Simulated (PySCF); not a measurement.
# C6H2F2O: the cost of one run

Computed with PySCF 2.14.0 and routines of our own; the level stands in each step. Atoms count from 0.

## Step 1: The system as given

11 atoms, charge 0, multiplicity 1; geometry from: GFN2-xTB.

## Step 2: Optimising the geometry at PBE0-D3(BJ)/def2-SVP

Job settings and geometry (Å):

```
{"job": {"xc": "PBE0", "basis": "def2-SVP", "d3": "d3bj", "grid": 2, "kind": "geom"}, "charge": 0, "multiplicity": 1}
O      2.346753    -1.245569    -1.419362
C      2.722987    -0.617663    -0.466199
C      1.863161     0.137371     0.452126
F      2.533070     0.771787     1.439406
C      0.549118     0.219875     0.365602
C     -0.703445     0.225962     0.190684
C     -1.965052     0.258556     0.035370
C     -3.258921     0.309686    -0.134157
F     -4.101716    -0.567371     0.421646
H      3.788621    -0.545487    -0.180489
H     -3.769152     1.055524    -0.730591
```

Command:

```
OMP_NUM_THREADS=1 python excited_run.py task.json out
```

This one command runs all jobs of the session in turn.

**Question.** How long does this first job take on 1 thread of Intel Xeon Platinum 8488C, shared host, and how much memory does it need?

About 79 s, with a peak of 0.69 GiB.
